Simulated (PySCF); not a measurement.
# C2H6Te (dimethyl telluride) at 6 levels

We compute a comparison of 6 runs (HF/STO-3G, HF/3-21G, B3LYP/def2-SVP, M06-L/def2-SVP, TPSS/def2-SVP, SCS-MP2/def2-SVP) of C2H6Te (dimethyl telluride). The job is set up through a Python script.

Program for the calculation: PySCF 2.14.0.

2 further runs of the same task are left out: 2 set aside as unsound or not needed.

### 1 The structure to begin with

C2H6Te has 9 atoms, charge 0, and is taken as a singlet. SMILES: `C[Te]C`. The coordinates come from a PBE0-D4/def2-TZVP relaxation.

Bond lengths: C1–Te2 2.136 Å, Te2–C3 2.136 Å, C1–H4 1.088 Å, C1–H5 1.089 Å, C1–H6 1.088 Å, C3–H7 1.088 Å, C3–H8 1.089 Å, C3–H9 1.088 Å. Some angles: C1–Te2–C3 94.5°, Te2–C1–H4 109.8°, Te2–C1–H5 107.3°, Te2–C1–H6 109.8°, Te2–C3–H7 109.8°, Te2–C3–H8 107.3°, Te2–C3–H9 109.8°, H4–C1–H5 109.5°, H4–C1–H6 110.7°, H5–C1–H6 109.5°.

### 2 A single-point energy at HF/STO-3G (run 1)

File run.py:

```python
# C[Te]C
from pyscf import gto

molecule = gto.M(
    atom='''
C     -1.468695     1.925820    -1.684124
Te     2.350063     0.702033    -1.220763
C      1.477955    -1.953788     1.691683
H     -2.644861     0.340151    -2.260490
H     -1.476821     3.360878    -3.160189
H     -2.157878     2.743126     0.072754
H      0.177823    -3.375996     0.972831
H      3.243715    -2.854242     2.247640
H      0.666317    -0.975477     3.308344
''',
    unit='bohr',
    charge=0,
    verbose=3,
    max_memory=1860,
    spin=0,
    basis='sto-3g',
)

mf = molecule.RHF()
mf.conv_tol = 1e-10
mf.kernel()
if not mf.converged:
    mf = mf.newton().run(mf.mo_coeff, mf.mo_occ)

e_final = mf.e_tot
print('E(%s) = %.9f' % ('HF', e_final))
```

Command:

```bash
$ OMP_NUM_THREADS=1 python run.py
```

Output:

```text
converged SCF energy = -6625.43857904819
E(HF) = -6625.438579048
```

It took 1.5 s on 1 thread of Intel Xeon at 2.70GHz, shared host; peak memory 0.12 GiB.

### 3 A single-point energy at HF/3-21G (run 2)

File calc.py:

```python
from pyscf import gto, scf

mol = gto.M(
    atom='''
C     -1.468695     1.925820    -1.684124
Te     2.350063     0.702033    -1.220763
C      1.477955    -1.953788     1.691683
H     -2.644861     0.340151    -2.260490
H     -1.476821     3.360878    -3.160189
H     -2.157878     2.743126     0.072754
H      0.177823    -3.375996     0.972831
H      3.243715    -2.854242     2.247640
H      0.666317    -0.975477     3.308344
''',
    basis='3-21g',
    verbose=4,
    max_memory=1860,
    spin=0,
    unit='bohr',
)

myscf = scf.RHF(mol)
myscf.conv_tol = 1e-10
myscf.kernel()
if not myscf.converged:
    myscf = myscf.newton().run(myscf.mo_coeff, myscf.mo_occ)

e_final = myscf.e_tot
print('E(%s) = %.9f' % ('HF', e_final))
```

Command:

```bash
$ OMP_NUM_THREADS=1 python calc.py
```

Output:

```text
PySCF version 2.14.0

[... 61 lines left out ...]
converged SCF energy = -6661.49164031282
E(HF) = -6661.491640313
```

Wall time 1.1 s (1 thread of Intel Xeon at 2.70GHz, shared host); peak memory 0.12 GiB.

Runs 3 to 5 aren't shown in full; the table further down has their settings and results.

### 4 The energy at SCS-MP2/def2-SVP (core potential) (run 6)

File input.py:

```python
from pyscf import gto, scf, mp

molecule = gto.M(
    atom='''
C       -0.777200       1.019100      -0.891200
Te       1.243600       0.371500      -0.646000
C        0.782100      -1.033900       0.895200
H       -1.399600       0.180000      -1.196200
H       -0.781500       1.778500      -1.672300
H       -1.141900       1.451600       0.038500
H        0.094100      -1.786500       0.514800
H        1.716500      -1.510400       1.189400
H        0.352600      -0.516200       1.750700
''',
    verbose=3,
    basis='def2-svp',
    ecp={'Te': 'def2-svp'},
    max_memory=1860,
    spin=0,
)

mf = scf.RHF(molecule)
mf.conv_tol = 1e-10
mf.kernel()
if not mf.converged:
    mf = mf.newton().run(mf.mo_coeff, mf.mo_occ)

pt = mp.MP2(mf, frozen=6).run()
e_final = mf.e_tot + 1.2 * pt.e_corr_os + pt.e_corr_ss / 3
print('E(%s) = %.9f' % ('SCS-MP2', e_final))
```

Command:

```bash
$ OMP_NUM_THREADS=1 python input.py
```

Output:

```text
converged SCF energy = -346.147093920522
E(RMP2) = -346.564620837619  E_corr = -0.417526917096965
E(SCS-RMP2) = -346.564364850005  E_corr = -0.417270929482348
E(SCS-MP2) = -346.564364850
```

Wall time 2.7 s (1 thread of Intel Xeon at 2.70GHz, shared host); peak memory 0.2 GiB.

### 5 Overview of the runs

| run | level | core potential | integration grid | energy (Eh) | dipole moment (D) of the reference | HOMO energy (eV) | LUMO energy (eV) | wall time |
| --- | --- | --- | --- | --- | --- | --- | --- | --- |
| 1 | HF/STO-3G | – | – | -6625.438579 | 1.56 | -5.89 | 8.26 | 1.5 s |
| 2 | HF/3-21G | – | – | -6661.491640 | 1.35 | -7.80 | 3.33 | 1.1 s |
| 3 | B3LYP/def2-SVP (core potential) | def2-svp | 5 | -347.858156 | 1.16 | -5.30 | -0.29 | 23 s |
| 4 | M06-L/def2-SVP (core potential) | def2-svp | 5 | -347.919977 | 1.01 | -4.55 | -0.65 | 39 s |
| 5 | TPSS/def2-SVP (core potential) | def2-svp | 5 | -347.685775 | 1.24 | -4.59 | -0.81 | 39 s |
| 6 | SCS-MP2/def2-SVP (core potential) | def2-svp | – | -346.564365 | 1.33 | -7.86 | 3.16 | 2.7 s |

### 6 What came out

| quantity | value |
| --- | --- |
| run 6: total energy | -346.56436 Eh |
| run 6: dipole moment (Hartree–Fock density) | 1.33 D |
| run 6: HOMO energy (Hartree–Fock orbitals) | -7.86 eV |
| run 6: LUMO energy (Hartree–Fock orbitals) | 3.16 eV |
| run 6: HOMO–LUMO gap (Hartree–Fock orbitals) | 11.02 eV |
| run 6: correlation energy (6 core orbitals frozen) | -417.3 mEh |

**Reading.** Over runs 1, 2, 3, 4, 5 the dipole moment (its size) runs from 1.01 D (M06-L/def2-SVP) to 1.56 D (HF/STO-3G). The two ends differ in method and basis and core potential. Over runs 1, 2, 3, 4, 5 the HOMO–LUMO gap runs from 3.77 eV (TPSS/def2-SVP) to 14.15 eV (HF/STO-3G). Totals of different functionals can't be ranked against each other. Some runs of one species differ in core potentials or relativity; totals across that change don't compare. In run 1 the basis is minimal, so the values are rough. In runs 1, 2 relativity is left out where basis or elements ask for it. All runs together took 1.8 min, the longest 39 s.
